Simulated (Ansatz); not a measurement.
# wB97X/STO-3G run of AlSiH5 (SMILES [H][Al]([H])[SiH3])

What is the electronic atomisation energy of AlSiH5 at wB97X/STO-3G? 

The results are computed with Ansatz 0.2.0.

58 further runs of the same task are left out: 2 that didn't finish, 56 set aside as unsound or not needed.

### 1 The structure to begin with

AlSiH5: 7 atoms, total charge 0, spin state singlet. SMILES: `[H][Al]([H])[SiH3]`. Geometry: a GFN2-xTB relaxation, a rough one for these elements and not checked as a minimum.

Bond lengths: Al1–Si4 2.421 Å, Al1–H2 1.567 Å, Al1–H3 1.566 Å, Si4–H5 1.482 Å, Si4–H6 1.482 Å, Si4–H7 1.482 Å. Angles: Al1–Si4–H5 114.1°, Al1–Si4–H6 113.8°, Al1–Si4–H7 116.0°, H2–Al1–Si4 125.8°, H3–Al1–Si4 126.2°, H5–Si4–H6 104.0°, H5–Si4–H7 103.8°, H6–Si4–H7 103.8°, H2–Al1–H3 107.9°.

### 2 A single-point energy at wB97X/STO-3G

File run.yaml:

```yaml
crystal:
  periodic: [false, false, false]
  atoms:
    - {symbol: Al, position_ang: [0.688040, 1.201700, 0.003860]}
    - {symbol: H, position_ang: [2.245410, 1.365000, 0.056470]}
    - {symbol: H, position_ang: [0.053380, 2.633190, -0.016580]}
    - {symbol: Si, position_ang: [-0.517390, -0.897790, -0.016750]}
    - {symbol: H, position_ang: [-1.851430, -0.836410, 0.625620]}
    - {symbol: H, position_ang: [0.177610, -1.992690, 0.701130]}
    - {symbol: H, position_ang: [-0.795620, -1.472990, -1.353750]}
basis:
  gaussian: {orbitals: STO-3G}
total_charge: 0
hamiltonian: {xc: {name: wB97X}}
accuracy: high
```

On the command line:

```bash
ansatz run run.yaml --threads 1 --pin off --max-ram 2610MiB --events-out events.jsonl --progress --plain --runs-dir runs
```

Output:

```text
Warning: RAYON_NUM_THREADS=1 ignored (pool sized by the plan → 1); use --threads N
Functional definition: wB97X
  name "wB97X"
  parameter omega = 0.3/bohr
  parameter cx = 0.157706
  parameter cx1 = 0.726479
  parameter cx2 = 1.04760
  parameter cx3 = -5.70635
  parameter cx4 = 13.2794
  parameter css1 = -4.33879
  parameter css2 = 18.2308
  parameter css3 = -31.7430
  parameter css4 = 17.2901
  parameter cos1 = 2.37031
  parameter cos2 = -11.3995
  parameter cos3 = 6.58405
  parameter cos4 = -3.78132
  exchange = spin_sum(e_x_unif_sr(omega)*poly(b97_u_x, 1 - cx, cx1, cx2, cx3, cx4)) + cx*exact_x_sr(omega)
      + exact_x_lr(omega)
  correlation = spin_sum(e_c_pw_same_spin*poly(b97_u_same, 1, css1, css2, css3, css4))
      + integral(e_c_pw_opposite_spin*poly(b97_u_opposite, 1, cos1, cos2, cos3, cos4))
408 factors; integrals over basis functions are off by at most 7.1e-9 eV
178 factors; integrals over basis functions are off by at most 7.7e-10 eV
mean field evaluation 1: about -14382.6078 eV, gradient 1.7e1 eV
mean field evaluation 2: about -14383.7939 eV, gradient 5.1e0 eV
mean field evaluation 4: about -14383.8859 eV, gradient 8.2e-2 eV
mean field evaluation 8: about -14383.8066 eV, gradient 4.1e-4 eV
mean field evaluation 16: about -14383.8066 eV, gradient 1.1e-8 eV
mean field -14383.80661429 eV, -528.5951433809 hartree, gradient 1.1e-8 eV, S^2 0.000000; 0 other end points of the search recorded, 0 dependent functions left out
reference -14383.80661218 eV, -528.5951433034 hartree; 16, 16 occupied and 7, 7 virtual orbitals, 408 factors
Total energy: -14383.80661218 eV, -528.5951433034 hartree
```

Wall time 6.9 s (1 thread of Arm Neoverse V1, shared host); peak memory 0.3 GiB.

### 3 The Al atom, same level

File run.yaml:

```yaml
crystal:
  periodic: [false, false, false]
  atoms:
    - symbol: Al
      position_ang: [0.000000, 0.000000, 0.000000]
basis:
  gaussian: {orbitals: STO-3G}
magnetization: {spin_polarized: true, initial_magnetization: 1}
hamiltonian: {xc: {name: wB97X}}
accuracy: high
```

On the command line:

```bash
ansatz run run.yaml --threads 1 --pin off --max-ram 2610MiB --events-out events.jsonl --progress --plain --runs-dir runs
```

Output, shortened:

```text
Warning: RAYON_NUM_THREADS=1 ignored (pool sized by the plan → 1); use --threads N
[... 2 set-up lines as earlier in the session ...]
[...]
      + exact_x_lr(omega)
[...]
      + integral(e_c_pw_opposite_spin*poly(b97_u_opposite, 1, cos1, cos2, cos3, cos4))
42 factors; integrals over basis functions are off by at most 1.7e-9 eV
29 factors; integrals over basis functions are off by at most 4.1e-10 eV
[...]
mean field -6511.96082913 eV, -239.3101465051 hartree, gradient 8.5e-8 eV, S^2 0.750001; 0 other end points of the search recorded, 0 dependent functions left out
reference -6511.96082823 eV, -239.3101464717 hartree; 7, 6 occupied and 2, 3 virtual orbitals, 42 factors
Total energy: -6511.96082823 eV, -239.3101464717 hartree
```

Wall time 2.2 s (1 thread of Arm Neoverse V1, shared host); peak memory 0.2 GiB.

### 4 The H atom at the same level

File run.yaml:

```yaml
crystal:
  periodic: [false, false, false]
  atoms:
    - symbol: H
      position_ang: [0.000000, 0.000000, 0.000000]
basis:
  gaussian:
    orbitals: STO-3G
total_charge: 0
magnetization:
  spin_polarized: true
  initial_magnetization: 1
hamiltonian:
  xc: {name: wB97X}
accuracy: high
```

On the command line:

```bash
ansatz run run.yaml --threads 1 --pin off --max-ram 2610MiB --events-out events.jsonl --progress --plain --runs-dir runs
```

Output, shortened:

```text
Warning: RAYON_NUM_THREADS=1 ignored (pool sized by the plan → 1); use --threads N
[... 2 set-up lines as earlier in the session ...]
[...]
      + exact_x_lr(omega)
[...]
      + integral(e_c_pw_opposite_spin*poly(b97_u_opposite, 1, cos1, cos2, cos3, cos4))
1 factors; integrals over basis functions are off by at most 4.6e-10 eV
1 factors; integrals over basis functions are off by at most 2.9e-10 eV
[...]
mean field -12.70558344 eV, -0.4669215794 hartree, gradient 0.0e0 eV, S^2 0.750000; 0 other end points of the search recorded, 0 dependent functions left out
reference -12.70558358 eV, -0.4669215842 hartree; 1, 0 occupied and 0, 1 virtual orbitals, 1 factors
Total energy: -12.70558358 eV, -0.4669215842 hartree
```

Run time: 0.26 s. Hardware: 1 thread of Arm Neoverse V1, shared host.

### 5 The Si atom, same level

File run.yaml:

```yaml
crystal:
  periodic: [false, false, false]
  atoms:
    - {symbol: Si, position_ang: [0.000000, 0.000000, 0.000000]}
basis:
  gaussian: {orbitals: STO-3G}
magnetization: {spin_polarized: true, initial_magnetization: 2}
hamiltonian: {xc: {name: wB97X}}
accuracy: high
```

Run the same way, it converges to -285.93335 Eh (log not shown).

### 6 What came out

At wB97X/STO-3G:

| quantity | value |
| --- | --- |
| molecule: total energy | -528.59514 Eh |
| Al atom: total energy | -239.31015 Eh |
| Al atom: ⟨S²⟩ | 0.750 |
| H atom: total energy | -0.46692 Eh |
| H atom: ⟨S²⟩ | 0.750 |
| Si atom: total energy | -285.93335 Eh |
| Si atom: ⟨S²⟩ | 2.000 |
| electronic atomisation energy | 27.675 eV |

In words: Taking the molecule apart into free atoms costs 27.67 eV (638 kcal/mol), before zero-point energy and without spin-orbit coupling. In a minimal basis such a difference can be off by several eV, whatever the method.
